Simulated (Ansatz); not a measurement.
# CCSDT/STO-3G run of LiBr (SMILES [Li][Br])

What is the energy change on altering one bond length of LiBr at CCSDT/STO-3G? 

The results are computed with Ansatz 0.2.0.

44 further runs of the same task are left out: 4 that didn't finish, 40 set aside as unsound or not needed.

## Step 1: Starting point

LiBr has 2 atoms, charge 0, and is taken as a singlet. SMILES: `[Li][Br]`. The coordinates come from a PBE0-D4/def2-TZVP relaxation.

Bond lengths: Li1–Br2 2.172 Å.

## Step 2: The energy at CCSDT/STO-3G

Contents of in.yaml:

```yaml
crystal:
  periodic: [false, false, false]
  atoms:
    - symbol: Li
      position_ang: [-0.910300, 0.277700, -0.476100]
    - symbol: Br
      position_ang: [0.939700, -0.337900, 0.480100]
basis:
  gaussian:
    orbitals: STO-3G
correlation:
  method: ccsdt
  frozen_orbitals: {Br: 9, Li: 0}
scf:
  omitted_lower_state_checks: [cluster_reference, increment]
accuracy: high
```

The run is started by

```sh
$ ansatz run in.yaml --threads 1 --pin off --max-ram 2610MiB --events-out events.jsonl --progress --plain --runs-dir runs
```

The program printed, shortened:

```text
Warning: RAYON_NUM_THREADS=1 ignored (pool sized by the plan → 1); use --threads N
Functional definition: HF
  name "HF"
[...]
293 factors; integrals over basis functions are off by at most 6.7e-9 eV
[...]
mean field -69445.72556050 eV, -2552.0833423451 hartree, gradient 6.9e-9 eV, S^2 0.000000; 0 other end points of the search recorded, 0 dependent functions left out
9 core orbitals not correlated: weight in the atoms' cores, before any rotation towards them, 1.000 or more for the frozen orbitals, at most 0.000 for the correlated occupied ones
reference -69445.72556050 eV, -2552.0833423451 hartree; 10, 10 occupied and 4, 4 virtual orbitals, 293 factors
second order -0.45896216 eV of doubles, -0.00000000 eV of singles
cycle   1  -0.47557030 eV  change   -1.7e-2 eV  update   7.5e-2
[...]
cycle  20  -0.61619274 eV  change    2.0e-9 eV  update   2.5e-9
Total energy: -69446.34175324 eV, -2552.1059870106 hartree
Checks for a lower state left out: cluster_reference, increment
```

Run time: 0.5 s. Hardware: 1 thread of Arm Neoverse V2, shared host.

## Step 3: The distorted shape at the same level

Contents of input.yaml:

```yaml
crystal:
  periodic: [false, false, false]
  atoms:
    - {symbol: Li, position_ang: [-1.372816, 0.431605, -0.715158]}
    - {symbol: Br, position_ang: [0.939700, -0.337900, 0.480100]}
basis:
  gaussian:
    orbitals: STO-3G
correlation:
  method: ccsdt
  frozen_orbitals: {Br: 9, Li: 0}
accuracy: high
scf:
  omitted_lower_state_checks: [cluster_reference, increment]
```

The run is started by

```sh
$ ansatz run input.yaml --threads 1 --pin off --max-ram 2610MiB --events-out events.jsonl --progress --plain --runs-dir runs
```

The program printed, shortened:

```text
Warning: RAYON_NUM_THREADS=1 ignored (pool sized by the plan → 1); use --threads N
Functional definition: HF
  name "HF"
[...]
285 factors; integrals over basis functions are off by at most 7.0e-9 eV
[...]
mean field -69444.27718416 eV, -2552.0301154960 hartree, gradient 2.6e-8 eV, S^2 0.000000; 0 other end points of the search recorded, 0 dependent functions left out
9 core orbitals not correlated: weight in the atoms' cores, before any rotation towards them, 1.000 or more for the frozen orbitals, at most 0.000 for the correlated occupied ones
reference -69444.27718416 eV, -2552.0301154960 hartree; 10, 10 occupied and 4, 4 virtual orbitals, 285 factors
second order -0.44671933 eV of doubles, -0.00000000 eV of singles
cycle   1  -0.47157336 eV  change   -2.5e-2 eV  update   9.4e-2
[...]
cycle  24  -0.66282896 eV  change  -1.2e-10 eV  update   2.5e-9
Total energy: -69444.94001311 eV, -2552.0544740109 hartree
Checks for a lower state left out: cluster_reference, increment
```

Run time: 0.52 s. Hardware: 1 thread of Arm Neoverse V2, shared host.

## Step 4: Summary of results

Level: CCSDT/STO-3G, 9 core orbitals frozen.

| quantity | value |
| --- | --- |
| first shape: total energy | -2552.10599 Eh |
| first shape: correlation energy (9 core orbitals frozen) | -22.6 mEh |
| first shape: T1 diagnostic | 0.014 |
| distorted shape: total energy | -2552.05447 Eh |
| distorted shape: correlation energy (9 core orbitals frozen) | -24.4 mEh |
| distorted shape: T1 diagnostic | 0.021 |
| energy change with the Li1–Br2 bond stretched from 2.172 to 2.714 Å | 1.402 eV |

In words: With the Li1–Br2 bond stretched from 2.172 to 2.714 Å the energy rises by 1.40 eV (135 kJ/mol). The first shape isn't relaxed at this level, so the change isn't measured from a minimum. The minimal basis adds a large error of its own. The T1 diagnostic (distorted shape) of 0.021 is above the customary mark for such species, so a single reference may not serve.
